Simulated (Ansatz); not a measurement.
# LaAl2SiRu2: the cost of one run

Computed with Ansatz 0.2.0 (reference: DFT PBEsol, plane waves, PAW, scalar-relativistic, no spin polarisation, unless a step's input says otherwise).

## 1. The structure to begin with

Symmetry: P4/mmm, No. 123, tetragonal system. Conventional cell: a = 4.410 Å, b = 4.410 Å, c = 5.929 Å, α = 90.00°, β = 90.00°, γ = 90.00°. Around La (site symmetry 4/mmm) lie 2 Si at 2.96 Å. Si (site symmetry 4/mmm) is surrounded by 4 Ru at 2.20 Å and 2 La at 2.96 Å. Al (site symmetry 4mm) has 4 Ru at 2.67 Å and 2 Al at 2.92 to 3.01 Å as nearest neighbours. Ru (site symmetry mmm) is surrounded by 2 Si at 2.20 Å.

As a file:

```cif
data_structure
_symmetry_space_group_name_H-M 'P4/mmm'
_symmetry_Int_Tables_number 123
_cell_length_a 4.4096
_cell_length_b 4.4096
_cell_length_c 5.9290
_cell_angle_alpha 90.000
_cell_angle_beta 90.000
_cell_angle_gamma 90.000
_cell_volume 115.29
loop_
_atom_site_label
_atom_site_type_symbol
_atom_site_symmetry_multiplicity
_atom_site_Wyckoff_symbol
_atom_site_fract_x
_atom_site_fract_y
_atom_site_fract_z
_atom_site_occupancy
La1 La 1 b 0.00000 0.00000 0.50000 1
Si1 Si 1 a 0.00000 0.00000 0.00000 1
Al1 Al 2 h 0.50000 0.50000 0.25370 1
Ru1 Ru 2 f 0.00000 0.50000 0.00000 1
```

## 2. Baseline

input.yaml reads:

```yaml
crystal:
  lattice:
    - [4.409621, 0.0, 0.0]
    - [0.0, 4.409621, 0.0]
    - [0.0, 0.0, 5.929032]
  atoms:
    - { symbol: La, position: [0.0, 0.0, 0.5] }
    - { symbol: Si, position: [0.0, 0.0, 0.0] }
    - { symbol: Al, position: [0.5, 0.5, 0.2537] }
    - { symbol: Al, position: [0.5, 0.5, 0.7463] }
    - { symbol: Ru, position: [0.0, 0.5, 0.0] }
    - { symbol: Ru, position: [0.5, 0.0, 0.0] }
  symmetry: { tolerance: 0.0003 }
kpoints:
  mp_grid: { grid: [4, 4, 3], shift: [0, 0, 0] }
magnetization:
  spin_polarized: false
scf:
  occupations: { method: fermi_dirac, width: 0.0104 }
hamiltonian:
  pseudopotentials: { kind: paw }
  xc: pbesol
basis:
  ecutwfc: 420
output:
  forces: true
  stress: true
  eigenvalues: true
relax:
  max_steps: 40
  cell: {}
```

Started as:

```sh
$ ansatz run input.yaml --threads 1 --pin off --max-ram 2560MiB --backend cpu --events-out ev --progress --plain --runs-dir out
```

Q: Estimate wall time and peak memory on 1 thread of Intel Xeon Platinum 8488C (Sapphire Rapids), shared host.

About 12 s, with a peak of 0.49 GiB.
